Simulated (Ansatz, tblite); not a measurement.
# N-butyl-N-methylpyrrolidinium bromide (C9H20BrN): rung by rung

Aim: run the singlet of N-butyl-N-methylpyrrolidinium bromide (C9H20BrN) at one geometry on many levels, and compare frontier levels, spin and run time.

Method: as each input shows; program: Ansatz 0.2.0, Gaussian basis.

The runs, in order: GFN1-xTB, GFN2-xTB, PBE-D4/def2-TZVP, r2SCAN-D4/def2-TZVP, r2SCANh-D4/def2-TZVP, BLYP-D4/def2-TZVP, PBE-D4/def2-SVP, PBE0-D4/def2-SVP, MP2/def2-SVP.

4 further runs of the same task are left out: 4 that didn't finish.

### Step 1. The geometry

The geometry is that of the singlet, from an earlier relaxation (PBE-D4/def2-SVP).

31 atoms, charge 0, spin multiplicity 1.

Bond lengths: C1–C2 1.528 Å, C1–H11 1.111 Å, C1–H12 1.109 Å, C1–H13 1.111 Å, C2–C3 1.536 Å, C2–H14 1.114 Å, C2–H15 1.112 Å, C3–C4 1.520 Å, C3–H16 1.115 Å, C3–H17 1.111 Å, C4–N5 1.517 Å, C4–H18 1.124 Å, C4–H19 1.110 Å, N5–C6 1.506 Å, N5–C7 1.525 Å, N5–C10 1.510 Å, C6–H20 1.123 Å, C6–H21 1.104 Å and more. Angles: C2–C1–H11 111.6°, C2–C1–H12 111.4°, C2–C1–H13 111.3°, H11–C1–H12 107.5°, H11–C1–H13 107.4°, H12–C1–H13 107.5°, C1–C2–C3 112.9°, C1–C2–H14 109.8°, C1–C2–H15 110.0°, C3–C2–H14 109.4°, C3–C2–H15 108.5°, H14–C2–H15 106.0°, C2–C3–C4 110.1°, C2–C3–H16 109.4°, C2–C3–H17 108.2°, C4–C3–H16 111.9°, C4–C3–H17 109.9°, H16–C3–H17 107.1° and more.

As a file:

```csv
atom,x (Å),y (Å),z (Å)
C1,4.2259,0.4919,0.0369
C2,3.0107,-0.4324,0.1036
C3,1.6767,0.3258,0.0310
C4,0.5148,-0.6455,0.1620
N5,-0.8678,-0.0356,0.0296
C6,-1.0635,1.0502,1.0549
C7,-1.9159,-1.1234,0.2423
C8,-3.1969,-0.5472,-0.3599
C9,-2.7257,0.4725,-1.4385
C10,-1.1908,0.4639,-1.3581
H11,4.2402,1.0803,-0.9060
H12,5.1733,-0.0819,0.0872
H13,4.2286,1.2148,0.8801
H14,3.0570,-1.1778,-0.7227
H15,3.0309,-1.0205,1.0475
H16,1.6308,0.9041,-0.9208
H17,1.6498,1.0620,0.8622
H18,0.5014,-1.1230,1.1794
H19,0.5653,-1.4357,-0.6156
H20,-0.8649,0.5792,2.0547
H21,-2.1034,1.4154,0.9964
H22,-0.3668,1.8769,0.8339
H23,-1.5530,-2.0000,-0.3294
H24,-1.8981,-1.3810,1.3326
H25,-3.8151,-0.0514,0.4139
H26,-3.8178,-1.3567,-0.7880
H27,-3.0537,0.1954,-2.4586
H28,-3.1303,1.4839,-1.2393
H29,-0.7112,1.4465,-1.5210
H30,-0.7467,-0.2666,-2.0628
Br31,-0.4838,-1.3842,3.3725
```

PBE0-D4/def2-TZVP was run before; its log isn't repeated, and its numbers join the tables.

### Step 2. GFN1-xTB

Tight binding, by tblite at 300 K electronic temperature and without a spin-polarisation term:

```python
tblite.interface.Calculator('GFN1-xTB', numbers, positions, charge=0, uhf=0).singlepoint()
```

Energy -1002.1361 eV, HOMO -6.30 eV, LUMO -4.41 eV; 0.046 s.

### Step 3. GFN2-xTB

Tight binding, by tblite at 300 K electronic temperature and without a spin-polarisation term:

```python
tblite.interface.Calculator('GFN2-xTB', numbers, positions, charge=0, uhf=0).singlepoint()
```

Energy -992.5342 eV, HOMO -7.74 eV, LUMO -3.25 eV; 0.017 s.

### Step 4. PBE-D4/def2-TZVP

start.molden holds the orbitals of an earlier run on this state, given as this run's starting guess.

Contents of in.yaml:

```yaml
crystal:
  periodic: [false, false, false]
  atoms:
    - {symbol: C, position_ang: [4.225864, 0.491948, 0.036859]}
    - {symbol: C, position_ang: [3.010722, -0.432425, 0.103580]}
    - {symbol: C, position_ang: [1.676710, 0.325831, 0.030980]}
    - {symbol: C, position_ang: [0.514825, -0.645470, 0.162039]}
    - {symbol: N, position_ang: [-0.867757, -0.035603, 0.029611]}
    - {symbol: C, position_ang: [-1.063530, 1.050165, 1.054888]}
    - {symbol: C, position_ang: [-1.915861, -1.123421, 0.242330]}
    - {symbol: C, position_ang: [-3.196908, -0.547217, -0.359943]}
    - {symbol: C, position_ang: [-2.725717, 0.472502, -1.438506]}
    - {symbol: C, position_ang: [-1.190753, 0.463883, -1.358089]}
    - {symbol: H, position_ang: [4.240180, 1.080261, -0.906026]}
    - {symbol: H, position_ang: [5.173324, -0.081901, 0.087238]}
    - {symbol: H, position_ang: [4.228581, 1.214840, 0.880111]}
    - {symbol: H, position_ang: [3.056984, -1.177800, -0.722655]}
    - {symbol: H, position_ang: [3.030923, -1.020512, 1.047464]}
    - {symbol: H, position_ang: [1.630800, 0.904073, -0.920841]}
    - {symbol: H, position_ang: [1.649777, 1.062030, 0.862203]}
    - {symbol: H, position_ang: [0.501364, -1.122966, 1.179366]}
    - {symbol: H, position_ang: [0.565253, -1.435668, -0.615610]}
    - {symbol: H, position_ang: [-0.864920, 0.579232, 2.054663]}
    - {symbol: H, position_ang: [-2.103385, 1.415398, 0.996431]}
    - {symbol: H, position_ang: [-0.366758, 1.876922, 0.833947]}
    - {symbol: H, position_ang: [-1.552979, -2.000012, -0.329380]}
    - {symbol: H, position_ang: [-1.898132, -1.380987, 1.332623]}
    - {symbol: H, position_ang: [-3.815129, -0.051375, 0.413886]}
    - {symbol: H, position_ang: [-3.817783, -1.356701, -0.787953]}
    - {symbol: H, position_ang: [-3.053686, 0.195357, -2.458607]}
    - {symbol: H, position_ang: [-3.130294, 1.483912, -1.239313]}
    - {symbol: H, position_ang: [-0.711233, 1.446451, -1.520988]}
    - {symbol: H, position_ang: [-0.746662, -0.266552, -2.062810]}
    - {symbol: Br, position_ang: [-0.483818, -1.384193, 3.372503]}
basis:
  gaussian: {orbitals: def2-TZVP, initial_orbitals: start.molden}
hamiltonian: {xc: pbe, dispersion: d4}
scf: {omitted_lower_state_checks: [starts]}
output: {orbitals: {seedname: orbitals}}
```

Started as:

```console
$ ansatz run in.yaml --threads 4 --pin off --events-out ev --progress --plain --max-ram 6963MiB
```

The runs that follow: r2SCAN-D4/def2-TZVP; r2SCANh-D4/def2-TZVP; BLYP-D4/def2-TZVP; PBE-D4/def2-SVP; PBE0-D4/def2-SVP; MP2/def2-SVP.

Before running them: what should the planned runs give, taken together? Wanted: gap in def2-TZVP, named functionals, smallest and largest; correlation energy, MP2/def2-SVP; binding an atom, functionals in def2-TZVP; PBE0 total energy, smallest basis above largest.

**Answer**, as computed:

| quantity | value |
| --- | --- |
| gap in def2-TZVP, named functionals, smallest and largest | 3.18 eV (BLYP-D4), 5.30 eV (PBE0-D4) |
| correlation energy, MP2/def2-SVP | -46.44 eV |
| binding an atom, functionals in def2-TZVP | 4.02 (BLYP-D4) to 4.13 eV (PBE-D4) |
| PBE0 total energy, smallest basis above largest | 20.24 eV (def2-SVP, def2-TZVP) |

**Reading.** Over the named functionals in def2-TZVP the gap runs from 3.18 eV (BLYP-D4) to 5.30 eV (PBE0-D4); exact exchange widens it.
